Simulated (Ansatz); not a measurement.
# GaSb3: the cost of one run

Program: Ansatz 0.2.0. Level of theory: DFT PBE+D3(BJ), scalar-relativistic, plane waves, PAW. These are calculated values, not measurements.

### Step 1. The structure to begin with

It takes space group Fm-3m (No. 225, cubic). Conventional cell: a = 7.296 Å, b = 7.296 Å, c = 7.296 Å, α = 90.00°, β = 90.00°, γ = 90.00°. Ga (site symmetry m-3m) has 8 Sb at 3.16 Å in its first shell of neighbours. Sb (site symmetry -43m) has 4 Ga at 3.16 Å and 4 Sb at 3.16 Å in its first shell of neighbours. Sb (site symmetry m-3m) is surrounded by 8 Sb at 3.16 Å.

Structure file:

```
CELL_PARAMETERS angstrom
0.00000 3.64813 3.64813
3.64813 0.00000 3.64813
3.64813 3.64813 0.00000
ATOMIC_POSITIONS crystal
Ga 0.00000 0.00000 0.00000
Sb 0.25000 0.25000 0.25000
Sb 0.75000 0.75000 0.75000
Sb 0.50000 0.50000 0.50000
```

It goes back to an entry of the Materials Project, which need not be the stable form.

This cell was relaxed beforehand with the same method: volume 24.28 Å³/atom, gap on the mesh none (metal).

### Step 2. What is varied

The energy is mapped over a normal mode and a strain (zone-centre modes of the cell shown) (x along [1 0 0], y along [0 1 0], z along [0 0 1] of the conventional cell).

The axes are (1) amplitude of mode 4 (85 cm⁻¹), largest displacement in the unstrained cell: 7 values from −0.135 Å; (2) equal normal strain along x and y: 7 values from −4.00 %.

Nothing else is relaxed (the pattern is fixed in fractional coordinates). Energies count from the relaxed high-symmetry cell. Points are written as (first, second).

The modes come from a phonon run on the reference cell, made beforehand.

Displacement patterns for an amplitude of 1 (Å):

```csv
atom,x1,y1,z1
Ga1,0.000,0.000,0.000
Sb2,1.000,0.000,0.000
Sb3,-1.000,0.000,0.000
Sb4,0.000,0.000,0.000
```

### Step 3. Grid point (−0.135 Å, −4.00 %)

input.yaml reads:

```yaml
crystal:
  lattice:
    - [0.0, 3.5022027149, 3.648127828]
    - [3.5022027149, 0.0, 3.648127828]
    - [3.5022027149, 3.5022027149, 0.0]
  atoms:
    - { symbol: Ga, position: [0.0, 0.0, 0.0] }
    - { symbol: Sb, position: [0.2685026411, 0.2314973589, 0.2314973589] }
    - { symbol: Sb, position: [0.7314973589, 0.7685026411, 0.7685026411] }
    - { symbol: Sb, position: [0.5, 0.5, 0.5] }
basis:
  ecutwfc: 420
kpoints:
  mp_grid: { grid: [10, 10, 10] }
hamiltonian:
  xc: pbe
  pseudopotentials: { kind: paw, azcp: { folder: soft_1 } }
  dispersion: d3bj
scf:
  occupations: { method: gaussian, width: 0.15 }
output:
  forces: true
  stress: true
  eigenvalues: true
```

The run is started by

```sh
> ansatz run input.yaml --threads 2 --pin off --max-ram 4096MiB --backend cpu --events-out ev --progress --plain --runs-dir out
```

What time and memory should one allow on 2 threads of Arm Neoverse N1, shared host?

About 48 s, with a peak of 0.8 GiB.
